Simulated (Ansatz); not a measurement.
# C4H9FSn: the cost of one run

Method: RKS BHLYP/def2-SVP, in Ansatz 0.2.0.

## 1. The structure to begin with

Bond lengths: C1–C2 1.437 Å, C2–F3 1.335 Å, C2–C4 1.369 Å, C4–C5 1.438 Å, C5–Sn6 2.165 Å, C1–H7 1.088 Å, C1–H8 1.168 Å, C1–H9 1.173 Å, C4–H10 1.112 Å, C5–H11 1.135 Å, C5–H12 1.076 Å, Sn6–H13 1.750 Å, Sn6–H14 1.726 Å, Sn6–H15 1.730 Å. Angles (14 of 24 angles, heavy atoms first): C1–C2–F3 118.1°, C1–C2–C4 123.5°, F3–C2–C4 118.4°, C2–C4–C5 126.0°, C4–C5–Sn6 108.6°, C2–C1–H7 113.2°, C2–C1–H8 109.2°, C2–C1–H9 112.1°, C2–C4–H10 113.4°, C5–C4–H10 120.3°, C4–C5–H11 109.2°, C4–C5–H12 112.0°, Sn6–C5–H11 109.6°, Sn6–C5–H12 108.1°.

Coordinates:

```xyz
15

C    -2.3647    0.3514    0.7599
C    -0.9827   -0.0371    0.7067
F    -0.2255    0.1872    1.7826
C    -0.4037   -0.6226   -0.3872
C     0.9527   -1.0930   -0.4750
Sn    2.2691    0.6201   -0.6142
H    -3.0502   -0.4813    0.6161
H    -2.5708    1.1521   -0.0644
H    -2.6353    0.8842    1.7697
H    -1.1210   -0.8224   -1.2137
H     1.2025   -1.6899    0.4579
H     1.1100   -1.7072   -1.3441
H     2.0602    1.6343    0.7968
H     3.8950    0.0525   -0.7338
H     1.8426    1.5212   -2.0281
```

## 2. End point A

Input file input.yaml:

```yaml
crystal:
  periodic: [false, false, false]
  atoms:
    - { symbol: C, position_ang: [-2.3647, 0.3514, 0.7599] }
    - { symbol: C, position_ang: [-0.9827, -0.0371, 0.7067] }
    - { symbol: F, position_ang: [-0.2255, 0.1872, 1.7826] }
    - { symbol: C, position_ang: [-0.4037, -0.6226, -0.3872] }
    - { symbol: C, position_ang: [0.9527, -1.093, -0.475] }
    - { symbol: Sn, position_ang: [2.2691, 0.6201, -0.6142] }
    - { symbol: H, position_ang: [-3.0502, -0.4813, 0.6161] }
    - { symbol: H, position_ang: [-2.5708, 1.1521, -0.0644] }
    - { symbol: H, position_ang: [-2.6353, 0.8842, 1.7697] }
    - { symbol: H, position_ang: [-1.121, -0.8224, -1.2137] }
    - { symbol: H, position_ang: [1.2025, -1.6899, 0.4579] }
    - { symbol: H, position_ang: [1.11, -1.7072, -1.3441] }
    - { symbol: H, position_ang: [2.0602, 1.6343, 0.7968] }
    - { symbol: H, position_ang: [3.895, 0.0525, -0.7338] }
    - { symbol: H, position_ang: [1.8426, 1.5212, -2.0281] }
basis:
  gaussian: { orbitals: def2-SVP }
hamiltonian:
  xc: { name: BHLYP }
relax:
  f_tol: 0.015
  max_steps: 40
```

Command:

```bash
$ ansatz run input.yaml --threads 2 --pin off --max-ram 3072MiB --backend cpu --events-out ev --progress --plain --runs-dir out
```

What time and memory should one allow on 2 threads of Arm Neoverse V1, shared host?

About 2.5 min, with a peak of 0.43 GiB.
